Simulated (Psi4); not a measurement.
**UCCSD/def2-SVP (ints tolerance 1e-06, sweep point 3) run of SiCNF2 (SMILES N#C[Si](F)F)**

What is the vertical electron affinity of SiCNF2 at UCCSD/def2-SVP (ints tolerance 1e-06, sweep point 3)? 

The results are computed with Psi4 1.11.

4 further runs of the same task are left out: 4 set aside as unsound or not needed. Runs told in other sessions of the task aren't counted.

**1. Starting point**

The species is SiCNF2 (5 atoms), meant as a doublet with charge 0. SMILES: `N#C[Si](F)F`. The shape is that of a PBE0-D4/def2-TZVP optimisation.

Bond lengths: N1–C2 1.152 Å, C2–Si3 1.842 Å, Si3–F4 1.580 Å, Si3–F5 1.580 Å. Angles: N1–C2–Si3 172.4°, C2–Si3–F4 107.6°, C2–Si3–F5 107.6°, F4–Si3–F5 108.8°.

**2. The energy at UCCSD/def2-SVP (ints tolerance 1e-06, sweep point 3)**

input.inp reads:

```
memory 1600 mb

molecule {
  0 2
  N      2.69493843    -2.08587970     2.57815335
  C      1.40406651    -1.07034088     1.14800862
  Si    -0.36433920     0.40459036    -1.46170316
  F     -3.12863057    -0.72263127    -1.43146754
  F     -0.51192681     3.33517764    -0.91141491
  units au
  symmetry c1
}

set {
  basis def2-SVP
  reference uhf
  puream true
  scf_type direct
  num_frozen_docc 9
  ints_tolerance 1e-06
  maxiter 100
}

e = energy("ccsd")
```

Command:

```console
$ psi4 input.inp input.out -n 1
```

input.out:

```text
[...]
  Running in c1 symmetry.
[...]
  Nuclear repulsion =  200.026103029571544
[...]
  Multiplicity = 2
[...]
  Nalpha       = 23
  Nbeta        = 22
[...]
    Number of basis functions: 74
[...]
   @DF-UHF iter   1:  -579.71785487070701   -1.18127e+00   6.87075e-03 ADIIS/DIIS
[...]
   @UHF iter  31:  -579.87171213646729   -1.13687e-12   9.63705e-09 DIIS
[...]
   @S^2 Observed:                7.596651021E-01
[...]
    Orbital Energies [Eh]
    ---------------------
    Alpha Occupied:
       1A    -68.915417     2A    -26.330226     3A    -26.330176
       4A    -15.621485     5A    -11.287691     6A     -6.276435
       7A     -4.390768     8A     -4.384883     9A     -4.383496
      10A     -1.628541    11A     -1.608564    12A     -1.243425
      13A     -0.863761    14A     -0.768721    15A     -0.763500
      16A     -0.739118    17A     -0.707465    18A     -0.691346
      19A     -0.684852    20A     -0.593878    21A     -0.523733
      22A     -0.513185    23A     -0.424628
    Alpha Virtual:
      24A      0.087900    25A      0.095353    26A      0.203177
[...]
  @UHF Final Energy:  -579.87171213646729
   => Energetics <=
    Nuclear Repulsion Energy =            200.0261030295715443
    One-Electron Energy =               -1201.0926931104161213
    Two-Electron Energy =                 421.1948779443772537
    Total Energy =                       -579.8717121364672948
  UHF NO Occupations:
  HONO-2 :   21  A 1.9995774
  HONO-1 :   22  A 1.9961277
  HONO-0 :   23  A 1.0000000
  LUNO+0 :   24  A 0.0038723
  LUNO+1 :   25  A 0.0004226
[...]
 Multipole Moments:
 ------------------------------------------------------------------------------------
     Multipole            Electronic (a.u.)      Nuclear  (a.u.)        Total (a.u.)
 ------------------------------------------------------------------------------------
 L = 1.  Multiply by 2.5417464519 to convert [e a0] to [Debye]
 Dipole X            :         -1.6311968            1.5428249           -0.0883719
 Dipole Y            :          1.2791844           -1.0932037            0.1859807
 Dipole Z            :         -1.7736723            0.7669656           -1.0067067
 Magnitude           :                                                    1.0275489
[...]
      * MP2 total energy                      = -580.584171579816029
[...]
      * CCSD total energy                     = -580.594990907214537
[...]
```

It took 36 s on 1 thread of Intel Xeon at 2.60GHz (Ice Lake), shared host; peak memory 0.41 GiB.

**3. The singlet anion**

job.dat reads:

```
memory 1600 mb

molecule m {
  -1 1
  N      2.69493843    -2.08587970     2.57815335
  C      1.40406651    -1.07034088     1.14800862
  Si    -0.36433920     0.40459036    -1.46170316
  F     -3.12863057    -0.72263127    -1.43146754
  F     -0.51192681     3.33517764    -0.91141491
  units bohr
  symmetry c1
}

set globals {
  basis def2-SVP
  puream true
  scf_type direct
  num_frozen_docc 9
  ints_tolerance 1e-06
  maxiter 60
}

energy('ccsd')
print_variables()
```

Command:

```console
$ psi4 job.dat job.out -n 1
```

job.out:

```text
[...]
  Running in c1 symmetry.
[...]
  Nuclear repulsion =  200.026103029571544
[...]
  Multiplicity = 1
[...]
  Nalpha       = 23
  Nbeta        = 23
[...]
    Number of basis functions: 74
[...]
   @DF-RHF iter   1:  -579.76461563441387   -1.22803e+00   6.71848e-03 DIIS/ADIIS
[...]
   @RHF iter  20:  -579.89789508699880   -3.29692e-12   8.52394e-09 DIIS
[...]
    Orbital Energies [Eh]
    ---------------------
    Doubly Occupied:
       1A    -68.595200     2A    -26.085954     3A    -26.085904
       4A    -15.392234     5A    -11.070925     6A     -5.959230
       7A     -4.070334     8A     -4.068897     9A     -4.066135
      10A     -1.386910    11A     -1.367830    12A     -1.025606
      13A     -0.614195    14A     -0.529673    15A     -0.524974
      16A     -0.496973    17A     -0.470754    18A     -0.457754
      19A     -0.451426    20A     -0.378192    21A     -0.309844
      22A     -0.302422    23A     -0.062798
[...]
  @RHF Final Energy:  -579.89789508699880
   => Energetics <=
    Nuclear Repulsion Energy =            200.0261030295715443
    One-Electron Energy =               -1212.2996685841242197
    Two-Electron Energy =                 432.3756704675538458
    Total Energy =                       -579.8978950869988012
[...]
 Multipole Moments:
 ------------------------------------------------------------------------------------
     Multipole            Electronic (a.u.)      Nuclear  (a.u.)        Total (a.u.)
 ------------------------------------------------------------------------------------
 L = 1.  Multiply by 2.5417464519 to convert [e a0] to [Debye]
 Dipole X            :         -2.4608709            1.5428249           -0.9180460
 Dipole Y            :          1.6361384           -1.0932037            0.5429347
 Dipole Z            :         -0.3844702            0.7669656            0.3824954
 Magnitude           :                                                    1.1330883
[...]
      * MP2 total energy                      = -580.625872922836493
[...]
      * CCSD total energy                     = -580.641494834979426
[...]
```

Wall time 15 s (1 thread of Intel Xeon at 2.60GHz (Ice Lake), shared host); peak memory 0.37 GiB.

**4. Outcome**

At UCCSD/def2-SVP (ints tolerance 1e-06, sweep point 3), 9 core orbitals frozen:

| quantity | value |
| --- | --- |
| doublet SiCNF2: total energy | -580.59499 Eh |
| doublet SiCNF2: HOMO energy (Hartree–Fock orbitals) (highest over α and β) | -11.55 eV |
| doublet SiCNF2: LUMO energy (Hartree–Fock orbitals) (lowest over α and β) | 0.13 eV |
| doublet SiCNF2: correlation energy (9 core orbitals frozen) | -723.3 mEh |
| doublet SiCNF2: ⟨S²⟩ of the reference determinant | 0.760 |
| doublet SiCNF2: T1 diagnostic | 0.023 |
| singlet anion: total energy | -580.64149 Eh |
| singlet anion: HOMO energy (Hartree–Fock orbitals) | -1.71 eV |
| singlet anion: LUMO energy (Hartree–Fock orbitals) | 8.80 eV |
| singlet anion: HOMO–LUMO gap (to an unbound level, set by the basis) | 10.51 eV |
| singlet anion: correlation energy (9 core orbitals frozen) | -743.6 mEh |
| singlet anion: T1 diagnostic | 0.013 |
| vertical electron affinity (to the singlet anion) | 1.265 eV |

What this shows: At fixed nuclei the extra electron is bound by 1.27 eV (29 kcal/mol). The basis has no diffuse functions, so the error can be as large as this value.
